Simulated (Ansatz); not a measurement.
# C₃H₉ClZr: one species, many methods

An exercise on one series of results from a longer session: the logs are not shown, and one member is left open.

Computed with Ansatz 0.2.0, Gaussian basis. Level: functionals in def2-TZVPP, the program's frozen cores in correlated methods.

Plan: LDA (SPW92), PBE-D4, revPBE-D4, BLYP-D4, r2SCAN-D4, B97M-V, PBE0-D4, B3LYP-D4, r2SCANh-D4, r2SCAN0-D4, HSE06-D4, BHLYP-D4, CAM-B3LYP-D4, LC-ωPBE, ωB97X-V, ωB97M-V, B2PLYP, PBE-QIDH; CCSD(T)/def2-SVP; MP2/def2-TZVPP; MP2/def2-QZVPP; RPA on PBE.

## The geometry

The geometry comes from an earlier relaxation with PBE0-D4 in a triple-zeta def2 set; it is a stationary point, not always the lowest conformer. Zr takes the def2 core potential; no spin-orbit term is included.

SMILES `[CH3][Zr]([CH3])([CH3])[Cl]`, 14 atoms, charge 0, spin multiplicity 1.

Atoms are counted from 1 here; the program's logs count them from 0.

Bond lengths: C1–Zr2 2.203 Å, C1–H6 1.097 Å, C1–H7 1.098 Å, C1–H8 1.096 Å, Zr2–C3 2.204 Å, Zr2–C4 2.203 Å, Zr2–Cl5 2.357 Å, C3–H9 1.097 Å, C3–H10 1.098 Å, C3–H11 1.096 Å, C4–H12 1.098 Å, C4–H13 1.097 Å, C4–H14 1.096 Å. Angles: Zr2–C1–H6 110.8°, Zr2–C1–H7 110.1°, Zr2–C1–H8 112.4°, H6–C1–H7 107.7°, H6–C1–H8 107.8°, H7–C1–H8 107.9°, C1–Zr2–C3 107.4°, C1–Zr2–C4 108.0°, C1–Zr2–Cl5 111.3°, C3–Zr2–C4 107.5°, C3–Zr2–Cl5 111.0°, C4–Zr2–Cl5 111.3°, Zr2–C3–H9 110.7°, Zr2–C3–H10 110.3°, Zr2–C3–H11 112.3°, H9–C3–H10 107.7°, H9–C3–H11 107.8°, H10–C3–H11 107.9° and more.

The first run:

File in.yaml:

```yaml
crystal:
  periodic: [false, false, false]
  atoms:
    - {symbol: C, position_ang: [-1.387971, 1.526512, -0.070848]}
    - {symbol: Zr, position_ang: [0.101568, -0.006694, -0.605030]}
    - {symbol: C, position_ang: [1.938444, 0.435411, 0.529817]}
    - {symbol: C, position_ang: [-0.651410, -1.958723, 0.085794]}
    - {symbol: Cl, position_ang: [0.523420, -0.021695, -2.923737]}
    - {symbol: H, position_ang: [-2.376752, 1.074400, 0.075651]}
    - {symbol: H, position_ang: [-1.103335, 2.018260, 0.868546]}
    - {symbol: H, position_ang: [-1.483633, 2.300885, -0.839876]}
    - {symbol: H, position_ang: [2.047930, 1.515745, 0.686478]}
    - {symbol: H, position_ang: [1.899923, -0.042711, 1.517377]}
    - {symbol: H, position_ang: [2.839427, 0.078272, 0.018620]}
    - {symbol: H, position_ang: [-1.461735, -1.823968, 0.813823]}
    - {symbol: H, position_ang: [0.150055, -2.522979, 0.579509]}
    - {symbol: H, position_ang: [-1.035911, -2.572747, -0.736125]}
basis:
  gaussian: {orbitals: def2-TZVPP}
hamiltonian: {xc: lda}
output: {orbitals: {seedname: orbitals}}
```

Command:

```sh
$ ansatz run in.yaml --threads 4 --pin off --events-out ev --progress --plain --max-ram 11315MiB
```

Among the steps run: LDA; PBE-D4 (GGA); revPBE-D4 (GGA); BLYP-D4 (GGA); r2SCAN-D4 (meta-GGA); B97M-V (meta-GGA); B3LYP-D4 (hybrid); r2SCANh-D4 (hybrid); r2SCAN0-D4 (hybrid); HSE06-D4 (hybrid); BHLYP-D4 (hybrid); CAM-B3LYP-D4 (range-separated); LC-ωPBE (range-separated); ωB97X-V (range-separated); ωB97M-V (range-separated); B2PLYP (double hybrid); PBE-QIDH (double hybrid).

One of the session's tables, all rows but one given; the rest of the session is left out.

It belongs to the step «Frontier levels by functional». 

```
  functional  HOMO (eV)  gap (eV)
 LDA (SPW92)      -6.54      4.06
      PBE-D4      -6.43      4.19
   revPBE-D4      -6.39      4.24
     BLYP-D4      -6.30      4.18
   r2SCAN-D4      -6.72      4.73
      B97M-V      -6.81      4.85
     PBE0-D4      -7.76      6.48
    B3LYP-D4          ?         ?
  r2SCANh-D4      -7.21      5.57
  r2SCAN0-D4      -7.95      6.83
    HSE06-D4      -7.36      5.70
    BHLYP-D4      -8.99      8.81
CAM-B3LYP-D4      -9.17      9.03
     LC-ωPBE     -10.59     11.67
     ωB97X-V     -10.22     11.18
     ωB97M-V     -10.08     10.91
```

Estimate the missing values for B3LYP-D4.

Worked estimate for «HOMO (eV)». Against the share of exact exchange, BLYP-D4 (0, -6.30), BHLYP-D4 (0.5, -8.99) give a slope of -5.38 per unit share; at 0.2 the line stands at -7.38.

**Answer.** HOMO (eV): -7.53; gap (eV): 6.00. In «HOMO (eV)» the line misses by +0.15.
